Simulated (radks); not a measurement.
**Shell filling in a parabolic well with ω = 0.538 hartree*, with a point charge of +2 at the centre, N = 34 to 40**

Which level does each new electron take in a parabolic well with ω = 0.538 hartree*, with a point charge of +2 at the centre, and at which counts is the dot hardest to charge further? Each count tries a few candidate levels and keeps the lowest.

Method: non-relativistic spin-polarised Kohn-Sham, PBE, spherically averaged shells; computed with radks, version 2.

## 1. The system

- well: a parabolic well with ω = 0.538 hartree*, with a point charge of +2 at the centre
- functional: PBE
- levels: named by radial order: 1s, 1p, 1d, 2s, 1f and so on
- units: effective atomic units, hartree* and bohr*
- configuration carried in: 1s2 1p6 1d10 2s2 1f(up 7, down 6) (N = 33, energy 184.469234)

The runs that follow: N = 34; 35 electrons; 36 electrons; Electron number 37; N = 38; N = 39; 40 electrons.

Q: Predict the outcome of this session. Wanted: closed shells at N; largest addition energy; most unpaired electrons; configuration at N = 40.

The runs gave:

| quantity | value |
| --- | --- |
| closed shells at N | 34 and 40 |
| largest addition energy | 0.242 hartree* at N = 37 (of N = 34 to 39) |
| most unpaired electrons | 3 at N = 37 |
| configuration at N = 40 | 1s2 1p6 1d10 2s2 1f14 2p6 |

In words: All occupied shells are full at N = 34 and 40. The largest moment in range is 3, first at N = 37: exchange favours parallel spins in open shells. Only a few candidates are tried at each count, so a lower state may have been missed.
